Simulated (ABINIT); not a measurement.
BiTe:

```
Bi Te
1.0
     0.00000    3.23500    3.23500
     3.23500    0.00000    3.23500
     3.23500    3.23500    0.00000
Bi Te
1 1
Cartesian
  0.0000 0.0000 0.0000
  3.2350 3.2350 3.2350
```

```yaml
Program: ABINIT 10.8.3 (patched build)
Task: relaxation of cell and atoms
Functional: PBEsol
Potentials_or_basis: JTH PAW PBE v2.0
Cutoff: 599 eV
k_mesh: 7 × 7 × 7
Occupations: fermi-dirac, width 0.05 eV
Spin: no spin polarisation
```

At the start: pressure -1.6 GPa; volume 33.86 Å³/atom.

**Question.** Where does the relaxation end?

**Answer.** Over 4 steps the energy falls by 5.4 meV/atom and the volume is 32.79 Å³/atom (-3.1 %); space group Fm-3m (No. 225, to 0.05 Å).

The path:
```tsv
step	energy change (eV)	largest force (eV/Å)	pressure (GPa)	volume (Å³)
1	0.0000	0.0000	-1.59	67.71
2	-0.0030	0.0000	-1.36	67.38
3	-0.0108	0.0000	0.06	65.51
4	-0.0108	0.0000	0.00	65.58
```

Final structure:
```cif
data_structure
_symmetry_space_group_name_H-M 'P 1'
_symmetry_Int_Tables_number 1
_cell_length_a 4.5266
_cell_length_b 4.5266
_cell_length_c 4.5266
_cell_angle_alpha 60.000
_cell_angle_beta 60.000
_cell_angle_gamma 60.000
_cell_volume 65.58
loop_
_atom_site_label
_atom_site_type_symbol
_atom_site_fract_x
_atom_site_fract_y
_atom_site_fract_z
_atom_site_occupancy
Bi1 Bi 0.00000 0.00000 0.00000 1
Te1 Te 0.50000 0.50000 0.50000 1
```

Caveat: the PAW data sets were made with another functional, which shifts forces and pressure a little.
